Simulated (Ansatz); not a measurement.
SrCaLaNbO6, space group F-43m, a single point

Program: the Python package of Ansatz (0.2.0).

The script, `srcalanbo6_scf.py`:
```python
"""Ground state of SrCaLaNbO6 at the given structure."""

import warnings

import ansatz as az
import numpy as np

warnings.simplefilter("ignore", az.DeckWarning)

srcalanbo6 = (
    az.Lattice.of([0.0, 4.19111553, 4.19111553], [4.19111553, 0.0, 4.19111553], [4.19111553, 4.19111553, 0.0])
    .atom("Sr", [0.75, 0.75, 0.75])
    .atom("Ca", [0.0, 0.0, 0.0])
    .atom("La", [0.25, 0.25, 0.25])
    .atom("Nb", [0.5, 0.5, 0.5])
    .atom("O", [0.73758051, 0.26241949, 0.26241949])
    .atom("O", [0.26241949, 0.73758051, 0.73758051])
    .atom("O", [0.73758051, 0.73758051, 0.26241949])
    .atom("O", [0.26241949, 0.26241949, 0.73758051])
    .atom("O", [0.26241949, 0.73758051, 0.26241949])
    .atom("O", [0.73758051, 0.26241949, 0.73758051])
)

# the calculation
base = (
    srcalanbo6.calculation()
    .occupations(az.OccupationsMethod.FIXED)
    .kpoints(mesh=(4, 4, 4))
    .density()
    .stress()
    .forces()
)
done = base.run(threads=1)
summary = done.report

for key in ("converged", "n_iterations", "n_electrons", "n_kpoints", "n_pw", "n_symmetry_ops", "free_energy_ev", "fermi_energy_ev"):
    print(f"{key:18s} {summary[key]}")

rho = done.density()
total = sum(ch.density_e_per_ang3 for ch in rho.channels[:2]) if len(rho.channels) < 3 else rho.channels[0].density_e_per_ang3
print("grid", rho.dims, "electrons", round(float(total.mean() * rho.cell_volume_ang3), 4))
profile = total.mean(axis=(0, 2))
print("planar average along grid axis 1 (e/A^3):")
print(np.array2string(profile[:: max(len(profile) // 16, 1)], precision=4))

# the stress is positive in compression
print("pressure by term (GPa)")
for term, tensor in summary["stress_terms_gpa"].items():
    print(f"  {term:28s} {np.trace(np.array(tensor)) / 3:12.3f}")
print(f"  {'total':28s} {np.trace(np.array(summary['stress_gpa'])) / 3:12.3f}")

# forces in eV per angstrom
print("forces (eV/A)")
for site, force in zip(done.lattice.sites, summary["forces_ev_ang"]):
    print(f"  {site.symbol:2s} {force[0]:9.4f} {force[1]:9.4f} {force[2]:9.4f}")
```

```console
$ python srcalanbo6_scf.py
converged          True
n_iterations       7
n_electrons        80.0
n_kpoints          8
n_pw               2891
n_symmetry_ops     24
free_energy_ev     -19582.137015631895
fermi_energy_ev    8.809628158187614
grid (40, 40, 40) electrons 80.0
planar average along grid axis 1 (e/A^3):
[0.3437 0.3415 0.3539 0.4636 0.7093 0.894  0.8353 0.6104 0.4595 0.4117
 0.3919 0.3973 0.4394 0.6068 0.851  0.9125 0.7225 0.4605 0.3344 0.3276]
pressure by term (GPa)
  kinetic                          1565.517
  hartree                           567.974
  ewald                           -1947.436
  local_pseudopotential              36.531
  nonlocal_pseudopotential           43.064
  augmentation                       85.284
  nlcc                             -131.263
  hubbard                             0.000
  exx                                 0.000
  electric_field                      0.000
  mag_constraint                      0.000
  xc                               -222.528
  dispersion                          0.000
  external_charges                    0.000
  augmentation_tail                  -0.010
  scf_correction                     -0.000
  pulay_correction                    0.478
  total                              -2.389
forces (eV/A)
  Sr   -0.0000    0.0000    0.0000
  Ca   -0.0000    0.0000    0.0000
  La    0.0000   -0.0000    0.0000
  Nb   -0.0000   -0.0000   -0.0000
  O     0.4405    0.0000    0.0000
  O    -0.4405   -0.0000    0.0000
  O     0.0000   -0.0000   -0.4405
  O    -0.0000    0.0000    0.4405
  O    -0.0000    0.4405    0.0000
  O     0.0000   -0.4405   -0.0000
```

Total energies depend on the potentials; only differences at equal settings carry meaning. A total without «per atom» is that of the cell as typed. No spin polarisation was allowed. Under fixed occupations the level called the Fermi level is the highest filled one on the SCF mesh; off the mesh a filled band can lie a little above it. An absolute Fermi energy rests on an arbitrary zero of the periodic potential and has no direct meaning. Pressure is positive in compression. No functional is typed, so the default, PBE, holds. The fields are valence quantities on the plane-wave grid; their values near the nuclei depend on the potentials. The structure comes from a database of computed cells and needn't be a stable or known phase. Cost: about 4 core-seconds.

(Lines on the test bed's own set-up are left out of the output.)
